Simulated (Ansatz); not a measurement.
Working through a ladder of methods at one geometry of ClF2HOTi, SMILES [OH][Ti]([F])([F])[Cl]

With Ansatz 0.2.0, Python API.

The cells in order, each with its output:

In [1]:
```python
from pathlib import Path

import ansatz as az
import numpy as np
```

In [2]:
```python
GEOMETRY = """
O    -0.70400    0.14530    1.43980
Ti   -0.08670   -0.03650   -0.40720
F    -1.35190    0.76510   -1.65470
F     0.17050   -1.89430   -0.80140
Cl    2.00030    0.99950   -0.62450
H     0.01390   -0.04300    2.00190
"""

clf2hoti = az.Crystal.molecule()
for line in GEOMETRY.strip().splitlines():
    symbol, *xyz = line.split()
    clf2hoti = clf2hoti.atom(symbol, [float(v) for v in xyz])
```

In [3]:
```python
calculation = clf2hoti.calculation().basis(gaussian="def2-SVP")

print("functional    E (Ha)        dipole (D)   HOMO (eV)  LUMO (eV)")
for name in ["cam_b3lyp", "lc_wpbe", "b3lyp", "hse06"]:
    summary = calculation.functional(name).forces().orbitals().run(runs_dir="runs").report
    lines = Path(summary["orbitals_path"]).read_text().splitlines()
    field_of = lambda key: [line.split("=")[1].strip() for line in lines if line.startswith(key)]
    orbitals = [(27.211386 * float(e), s, float(n)) for e, s, n in zip(field_of("Ene="), field_of("Spin="), field_of("Occup="))]
    homo = max(e for e, _, n in orbitals if n > 0.5)
    lumo = min(e for e, _, n in orbitals if n < 0.5)
    dipole = 4.803205 * np.linalg.norm(summary["charge_distribution"]["dipole_moment_e_ang"])
    print(f"{name:10s} {summary['free_energy_ev'] / 27.211386246:14.6f} {dipole:9.3f} {homo:11.3f} {lumo:10.3f}")
```
```text
functional    E (Ha)        dipole (D)   HOMO (eV)  LUMO (eV)
cam_b3lyp    -1584.876831     2.258     -11.122     -3.544
lc_wpbe      -1584.432118     2.133     -12.570     -2.571
b3lyp        -1584.949389     2.267      -9.470     -4.785
hse06        -1584.261306     2.274      -9.442     -5.052
```

Reading the output:
- Total energies depend on the basis set; only differences at equal settings carry meaning.
- The geometry is a force-field or estimated start, not a minimum of this method, and the basis set is short of its limit. A lower total doesn't mark the better method: functionals have no common bound, and MP2 and coupled cluster aren't variational.
- b3lyp holds the VWN-RPA fit, as in Gaussian; the form of ORCA and Turbomole is b3lyp5.
- Levels such as HOMO and LUMO are orbital energies: with these approximate functionals they aren't the ionisation energy and electron affinity, and their gap isn't the fundamental gap.
- hse06 follows the composition of plane-wave codes, whose totals differ by tens of mHa, up to about 0.1 Ha, from the form usual in Gaussian-basis programs (wpbeh).
- Wall time of the script: 23 s on 1 thread of Arm Neoverse V1, with other jobs on the host, peak memory 0.29 GiB.
